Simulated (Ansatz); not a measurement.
**doublet [AlSiH3Cl2]+ at 6 levels**

Aim: a comparison of 6 runs (UHF/STO-3G, UHF/3-21G, U-revPBE/def2-SVP, U-wB97X/def2-SVP, UPBE/def2-SVP, UMP2/def2-SVP) of doublet [AlSiH3Cl2]+. 

Program for the calculation: Ansatz 0.2.0.

45 further runs of the same task are left out: 45 set aside as unsound or not needed. Runs told in other sessions of the task aren't counted.

## (1) The molecule

[AlSiH3Cl2]+: 7 atoms, total charge +1, spin state doublet. SMILES of the parent species: `[SiH3][Al]([Cl])[Cl]`. The coordinates come from a PBE0-D4/def2-TZVP relaxation. That shape belongs to the parent species and isn't relaxed for this state.

Bond lengths: Si1–Al2 2.433 Å, Al2–Cl3 2.091 Å, Al2–Cl4 2.091 Å, Si1–H5 1.486 Å, Si1–H6 1.488 Å, Si1–H7 1.488 Å. Angles: Si1–Al2–Cl3 120.8°, Si1–Al2–Cl4 122.3°, Cl3–Al2–Cl4 117.0°, Al2–Si1–H5 111.1°, Al2–Si1–H6 109.7°, Al2–Si1–H7 109.5°, H5–Si1–H6 109.1°, H5–Si1–H7 109.0°, H6–Si1–H7 108.3°.

## (2) A single-point energy at UHF/STO-3G (run 1)

input.yaml reads:

```yaml
crystal:
  periodic: [false, false, false]
  atoms:
    - {symbol: Si, position_ang: [-0.434800, 0.999700, -0.278300]}
    - {symbol: Al, position_ang: [0.497800, -1.172400, 0.296300]}
    - {symbol: Cl, position_ang: [2.290200, -1.318600, 1.363300]}
    - {symbol: Cl, position_ang: [-0.432100, -2.964700, -0.245300]}
    - {symbol: H, position_ang: [-1.709600, 0.853800, -1.028500]}
    - {symbol: H, position_ang: [-0.687900, 1.781100, 0.962600]}
    - {symbol: H, position_ang: [0.537600, 1.753200, -1.115800]}
basis:
  gaussian: {orbitals: STO-3G}
total_charge: 1
magnetization: {spin_polarized: true, initial_magnetization: 1}
hamiltonian: {xc: hf}
accuracy: high
output: {orbitals: {seedname: orbitals}}
```

On the command line:

```bash
$ ansatz run input.yaml --threads 1 --pin off --max-ram 2610MiB --events-out events.jsonl --progress --plain --runs-dir runs
```

The log of the run:

```text
Warning: RAYON_NUM_THREADS=1 ignored (pool sized by the plan → 1); use --threads N
Functional definition: HF
  name "HF"
  exchange = exact_x
  correlation = 0
746 factors; integrals over basis functions are off by at most 8.6e-9 eV
mean field evaluation 1: about -39055.3696 eV, gradient 1.9e1 eV
mean field evaluation 2: about -39055.3807 eV, gradient 1.9e1 eV
mean field evaluation 4: about -39059.5870 eV, gradient 1.2e0 eV
mean field evaluation 8: about -39059.6197 eV, gradient 2.7e-2 eV
mean field evaluation 16: about -39058.1934 eV, gradient 9.0e-1 eV
mean field evaluation 32: about -39056.1714 eV, gradient 5.6e0 eV
mean field -39059.61974457 eV, -1435.4145500517 hartree, gradient 2.6e-8 eV, S^2 0.761694; 0 other end points of the search recorded, 0 dependent functions left out
reference -39059.61974457 eV, -1435.4145500517 hartree; 32, 31 occupied and 7, 8 virtual orbitals, 746 factors
Total energy: -39059.61974457 eV, -1435.4145500517 hartree
```

Run time: 0.83 s. Hardware: 1 thread of Arm Neoverse V2, shared host; peak memory 0.12 GiB.

## (3) The energy at UHF/3-21G (run 2)

in.yaml reads:

```yaml
crystal:
  periodic: [false, false, false]
  atoms:
    - {symbol: Si, position_ang: [-0.434800, 0.999700, -0.278300]}
    - {symbol: Al, position_ang: [0.497800, -1.172400, 0.296300]}
    - {symbol: Cl, position_ang: [2.290200, -1.318600, 1.363300]}
    - {symbol: Cl, position_ang: [-0.432100, -2.964700, -0.245300]}
    - {symbol: H, position_ang: [-1.709600, 0.853800, -1.028500]}
    - {symbol: H, position_ang: [-0.687900, 1.781100, 0.962600]}
    - {symbol: H, position_ang: [0.537600, 1.753200, -1.115800]}
basis:
  gaussian:
    orbitals: 3-21G.json
total_charge: 1
hamiltonian:
  xc: hf
output:
  orbitals: {seedname: orbitals}
accuracy: high
magnetization:
  spin_polarized: true
  initial_magnetization: 1
```

The basis set 3-21G is read from a file made from the Basis Set Exchange's data (not shown).

On the command line:

```bash
$ ansatz run in.yaml --threads 1 --pin off --max-ram 2610MiB --events-out events.jsonl --progress --plain --runs-dir runs
```

The log of the run:

```text
Warning: RAYON_NUM_THREADS=1 ignored (pool sized by the plan → 1); use --threads N
[... 4 set-up lines as earlier in the session ...]
1291 factors; integrals over basis functions are off by at most 6.7e-9 eV
mean field evaluation 1: about -39292.4980 eV, gradient 1.8e1 eV
mean field evaluation 2: about -39292.5024 eV, gradient 1.8e1 eV
mean field evaluation 4: about -39295.2069 eV, gradient 1.3e0 eV
mean field evaluation 8: about -39295.2389 eV, gradient 4.0e-4 eV
mean field evaluation 16: about -39293.9179 eV, gradient 9.7e-1 eV
mean field evaluation 32: about -39293.6276 eV, gradient 3.4e0 eV
mean field -39295.23891014 eV, -1444.0733946782 hartree, gradient 2.4e-8 eV, S^2 0.762222; 0 other end points of the search recorded, 0 dependent functions left out
reference -39295.23891014 eV, -1444.0733946782 hartree; 32, 31 occupied and 26, 27 virtual orbitals, 1291 factors
Total energy: -39295.23891014 eV, -1444.0733946782 hartree
```

It took 2.4 s on 1 thread of Arm Neoverse V2, shared host; peak memory 0.2 GiB.

Runs 3 to 5 aren't shown in full; the table further down has their settings and results.

## (4) A single-point energy at UMP2/def2-SVP (run 6)

job.yaml reads:

```yaml
crystal:
  periodic: [false, false, false]
  atoms:
    - symbol: Si
      position_ang: [-0.434800, 0.999700, -0.278300]
    - symbol: Al
      position_ang: [0.497800, -1.172400, 0.296300]
    - symbol: Cl
      position_ang: [2.290200, -1.318600, 1.363300]
    - symbol: Cl
      position_ang: [-0.432100, -2.964700, -0.245300]
    - symbol: H
      position_ang: [-1.709600, 0.853800, -1.028500]
    - symbol: H
      position_ang: [-0.687900, 1.781100, 0.962600]
    - symbol: H
      position_ang: [0.537600, 1.753200, -1.115800]
basis:
  gaussian:
    orbitals: def2-SVP
total_charge: 1
magnetization:
  spin_polarized: true
  initial_magnetization: 1
correlation:
  method: mp2
  frozen_orbitals: {Al: 5, Cl: 5, H: 0, Si: 5}
accuracy: high
```

On the command line:

```bash
$ ansatz run job.yaml --threads 1 --pin off --max-ram 2610MiB --events-out events.jsonl --progress --plain --runs-dir runs
```

The log of the run, shortened:

```text
Warning: RAYON_NUM_THREADS=1 ignored (pool sized by the plan → 1); use --threads N
[... 2 set-up lines as earlier in the session ...]
[...]
1712 factors; integrals over basis functions are off by at most 5.6e-9 eV
[...]
mean field -39481.64501829 eV, -1450.9236928020 hartree, gradient 5.9e-8 eV, S^2 0.760072; 3 other end points of the search recorded, 0 dependent functions left out
20 core orbitals not correlated: weight in the atoms' cores, before any rotation towards them, 1.000 or more for the frozen orbitals, at most 0.000 for the correlated occupied ones
reference -39481.64501829 eV, -1450.9236928020 hartree; 12, 11 occupied and 55, 56 virtual orbitals, 1712 factors
second order -11.08483192 eV of doubles, -0.00000000 eV of singles
Total energy: -39492.72985021 eV, -1451.3310528616 hartree
```

It took 7.8 s on 1 thread of Arm Neoverse V2, shared host; peak memory 0.33 GiB.

## (5) All runs side by side

```csv
run,level,frozen core orbitals,energy (Eh),HOMO energy (eV),LUMO energy (eV),⟨S²⟩,wall time
1,UHF/STO-3G,–,-1435.414550,-15.69,-7.82,0.762,0.83 s
2,UHF/3-21G,–,-1444.073395,-17.46,-9.78,0.762,2.4 s
3,U-revPBE/def2-SVP,–,-1453.152710,-12.99,-12.63,0.752,20 s
4,U-wB97X/def2-SVP,–,-1453.407491,-16.45,-10.46,0.757,92 s
5,UPBE/def2-SVP,–,-1452.764699,-13.02,-12.68,0.752,19 s
6,UMP2/def2-SVP,20,-1451.331053,–,–,0.760,7.8 s
```

## (6) Outcome

| quantity | value |
| --- | --- |
| run 6: total energy | -1451.33105 Eh |
| run 6: correlation energy (20 core orbitals frozen) | -407.4 mEh |
| run 6: ⟨S²⟩ of the reference determinant | 0.760 |

In words: Totals of different functionals can't be ranked against each other. In run 1 the basis is minimal, so the values are rough. All runs together took 2.4 min, the longest 92 s.
